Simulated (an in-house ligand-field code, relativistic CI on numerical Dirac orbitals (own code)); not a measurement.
# d1 to d5 in a ligand field: terms by electron count

Aim: the terms of a d1 to d5 shell from Racah B and C and the field, by exact diagonalisation.

Program: an in-house ligand-field code version 1. Level of theory: parametric ligand-field model of a d^n configuration (Racah B and C, spin-orbit zeta, crystal field), exact diagonalisation. These are calculated values, not measurements, unless marked.

## Step 1: What is computed

| Quantity | Value |
| --- | --- |
| shell | d1 to d5 |
| set 1 (cm⁻¹) | d1: B = 630, C = 2820, Oh, 10Dq = 20600 |
| set 2 (cm⁻¹) | d2: B = 630, C = 2820, Oh, 10Dq = 20600 |
| set 3 (cm⁻¹) | d3: B = 630, C = 2820, Oh, 10Dq = 20600 |
| set 4 (cm⁻¹) | d4: B = 630, C = 2820, Oh, 10Dq = 20600 |
| set 5 (cm⁻¹) | d5: B = 630, C = 2820, Oh, 10Dq = 20600 |

## Step 2: Set 1

The run's settings:

```ini
n = 1
racah_B = 630  # cm-1
racah_C = 2820  # cm-1
zeta = 0  # cm-1
symmetry = Oh
field = {"10Dq": 20600}  # cm-1
```

Command:

```bash
$ python run_levels.py task.json out
```

task.json lists these runs, among others, and the program works through them in turn.

## Step 3: Set 2

Settings: those of step 2 with these lines changed.

```diff
@@ -1,2 +1,2 @@
-n = 1
+n = 2
 racah_B = 630  # cm-1
```

## Step 4: Set 3

Settings: those of step 3 with these lines changed.

```diff
@@ -1,2 +1,2 @@
-n = 2
+n = 3
 racah_B = 630  # cm-1
```

## Step 5: Set 4

Settings: those of step 4 with these lines changed.

```diff
@@ -1,2 +1,2 @@
-n = 3
+n = 4
 racah_B = 630  # cm-1
```

## Step 6: Set 5

Settings: those of step 5 with these lines changed.

```diff
@@ -1,2 +1,2 @@
-n = 4
+n = 5
 racah_B = 630  # cm-1
```

(Steps that only read results are left out.)

**Question.** What will these runs give? Wanted: lowest terms; sets at their largest spin, of those that allow S over 1.

The runs gave:

| set | 10Dq/B (size) | lowest | S | electrons in z² and x²-y² | first level of the same spin (cm⁻¹) |
| --- | --- | --- | --- | --- | --- |
| 1: Oh, d1 | 32.7 | 2T2 | 0.50 | 0.00 | 2E 20600 |
| 2: Oh, d2 | 32.7 | 3T1 | 1.00 | 0.02 | 3T2 19243 |
| 3: Oh, d3 | 32.7 | 4A2 | 1.50 | 0.00 | 4T2 20600 |
| 4: Oh, d4 | 32.7 | 3T1 | 1.00 | 0.03 | 3E 18123 |
| 5: Oh, d5 | 32.7 | 2T2 | 0.50 | 0.06 | 2A2 17358 |

| quantity | value |
| --- | --- |
| lowest terms | 1: 2T2, 2: 3T1, 3: 4A2, 4: 3T1, 5: 2T2 |
| sets at their largest spin, of those that allow S over 1 | 3 |

3 of 5 sets have the highest spin that their shell allows. B, C and the field are free parameters here, not those of a compound.
